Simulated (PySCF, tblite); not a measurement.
**C4H10BNO: geometry, infrared bands, NMR shifts, spin-spin couplings, electronic excitations and core binding energies**

Aim: predict the infrared bands, NMR shifts, spin-spin couplings, electronic excitations and core binding energies of C4H10BNO (`C=CCOBNC`).

Programs: tblite 0.8.0 and PySCF 2.14.0, with density-fitted response routines of our own. Each step states its level of theory. These are calculated values for one molecule in the gas phase, unless marked as measured. Atoms are numbered from 0 throughout.

## 1. The molecule as given

17 atoms, charge 0, multiplicity 1; geometry from: force field or distance geometry start.

Bonds of the start (Å): C0–C1 1.33, C1–C2 1.51, C2–O3 1.40, O3–B4 1.48, B4–N5 1.54, N5–C6 1.47, C0–H7 1.09, C0–H8 1.10, C1–H9 1.06, C2–H10 1.11, C2–H11 1.12, B4–H12 1.20, N5–H13 1.07, C6–H14 1.08, C6–H15 1.11, C6–H16 1.10.

## 2. Optimising the geometry with GFN2-xTB

Job settings and geometry (Å):

```
{"job": {"kind": "relax", "xc": "GFN2-xTB", "basis": "xTB"}, "charge": 0, "multiplicity": 1}
C     -3.038500     1.006900     0.146200
C     -2.444700     0.193200    -0.719200
C     -1.178400    -0.479300    -0.251400
O     -0.091200    -0.151700    -1.062800
B      1.057300    -0.886700    -0.475100
N      2.474400    -0.325500    -0.665700
C      2.726800     0.399800     0.590200
H     -2.665200     1.214800     1.150600
H     -3.972100     1.535800    -0.112200
H     -2.887100     0.047100    -1.676600
H     -0.946500    -0.113500     0.768600
H     -1.268900    -1.596900    -0.301100
H      0.888200    -1.417900     0.588600
H      3.119100    -1.176900    -0.616000
H      3.794700     0.483400     0.761100
H      2.164300    -0.112000     1.401700
H      2.260800     1.391300     0.463000
```

Run with:

```sh
> OMP_NUM_THREADS=1 python probes_run.py task.json out
```

This one command runs all jobs of the session in turn.

**Question.** This job is followed by: GFN2-xTB harmonic vibrations, gas phase; PBE0-D3(BJ)/def2-SVP geometry optimisation, gas phase; GIAO PBE0/pcSseg-1 NMR shielding, non-relativistic, gas phase; B3LYP/pcJ-1 indirect spin-spin coupling, non-relativistic, gas phase; TDDFT B3LYP/def2-SVPD, vertical, gas phase, core orbitals frozen in the response; GIAO HF/pcSseg-1 NMR shielding, non-relativistic, gas phase; delta-SCF UKS SCAN, pcX-2 on the ionised atom, pcseg-1 elsewhere, spin-free X2C. What will the session give for the following? strongest single infrared mode (GFN2-xTB); zero-point energy (GFN2-xTB); point group; rotational constants (main isotopes); ¹³C shifts against TMS (PBE0/pcSseg-1); ¹H shifts against TMS (PBE0/pcSseg-1, means over atoms taken as alike); ¹⁷O shifts against H2O (PBE0/pcSseg-1); ¹¹B shifts against BF3·OEt2 (PBE0/pcSseg-1); ¹⁵N shifts against NH3 (PBE0/pcSseg-1); surface potential, 1st and 99th percentile; largest coupling of the table (B3LYP/pcJ-1); lowest singlet (B3LYP/def2-SVPD); brightest single state of those computed; lowest triplet; vertical ionisation energy (ΔSCF); C1s binding energies, SCAN/pcX-2; O1s binding energies, SCAN/pcX-2; B1s binding energies, SCAN/pcX-2; N1s binding energies, SCAN/pcX-2; range of the shift of O3.

The runs gave:

| quantity | value |
| --- | --- |
| strongest single infrared mode (GFN2-xTB) | 1308 cm⁻¹, 313 km/mol |
| zero-point energy (GFN2-xTB) | 87.6 kcal/mol |
| point group | C1 |
| rotational constants (main isotopes) | 7.40, 1.07, 1.02 GHz |
| ¹³C shifts against TMS (PBE0/pcSseg-1) | 148.6, 122.6, 74.0, 27.9 ppm |
| ¹H shifts against TMS (PBE0/pcSseg-1, means over atoms taken as alike) | 5.99, 5.41, 5.28, 4.34, 4.12, 2.75, 2.46 ppm |
| ¹⁷O shifts against H2O (PBE0/pcSseg-1) | 129.8 ppm |
| ¹¹B shifts against BF3·OEt2 (PBE0/pcSseg-1) | 26.6 ppm |
| ¹⁵N shifts against NH3 (PBE0/pcSseg-1) | 90.2 ppm |
| surface potential, 1st and 99th percentile | -1.20 V and 1.35 V |
| largest coupling of the table (B3LYP/pcJ-1) | ¹J(C,H) C0–H8, 169.3 Hz |
| lowest singlet (B3LYP/def2-SVPD) | 5.88 eV (211 nm), f = 0.032 |
| brightest single state of those computed | state 3, 6.96 eV, f = 0.261 |
| lowest triplet | 4.42 eV |
| vertical ionisation energy (ΔSCF) | 8.84 eV |
| C1s binding energies, SCAN/pcX-2 | C2 292.18, C6 291.46, C1 290.51, C0 290.26 eV |
| O1s binding energies, SCAN/pcX-2 | O3 537.93 eV |
| B1s binding energies, SCAN/pcX-2 | B4 195.84 eV |
| N1s binding energies, SCAN/pcX-2 | N5 404.67 eV |
| range of the shift of O3 | 90.2 to 129.8 ppm |

Over 153 steps the energy fell by 2.178 eV; of the close pairs, B4–N5 changed most, 1.536 to 1.395 Å (GFN2-xTB). All 45 modes are real, so the xTB geometry is a minimum. The strongest single mode, at 1308 cm⁻¹, is spread over many atoms; the largest shares are those of H13, B4. GFN2-xTB is a fitted tight-binding method: band positions and strengths are rough. Its intensities can rank the bands wrongly. Relaxing lowered the energy by 0.228 eV in 7 steps; the close pair that moved most is C2–O3, from 1.457 to 1.405 Å (PBE0/def2-SVP). No frequency check was run at this level, so the end point may be a saddle. The most deshielded carbon is C1 (alkene CH), at 148.6 ppm: an sp2 carbon of a C=C bond. H9 (hydrogen on an alkene CH) lies farthest downfield among hydrogen, at 5.99 ppm; a vinylic proton, deshielded by the sp2 carbon and the C=C anisotropy. At PBE0/pcSseg-1: The widest tensor belongs to O3: span 278 ppm, with a paramagnetic part of -194 ppm. In the run at B3LYP/pcJ-1, the largest coupling of the table is C0–H8, 169.3 Hz, of which the Fermi-contact term gives 168.3 Hz. Couplings across rotatable bonds belong to this one conformer; where others are populated, the observed values are averages. The first singlet state (HOMO→LUMO 0.93) lies at 5.88 eV and is weak; of the 10 states computed, the strongest absorption comes from state 3 at 6.96 eV. The lowest triplet lies 1.47 eV below the lowest singlet (triplets in Tamm-Dancoff, singlets in full TDDFT). The orbital energy would give 6.83 eV for ionisation, ΔSCF gives 8.84 eV. C2 (allylic sp3 CH2 bonded to O) binds its C1s electron 1.92 eV more tightly than C0 (terminal =CH2 carbon). Across the 2 runs the shift of O3 moves most, between 90.2 (HF/pcSseg-1) and 129.8 ppm (PBE0/pcSseg-1).
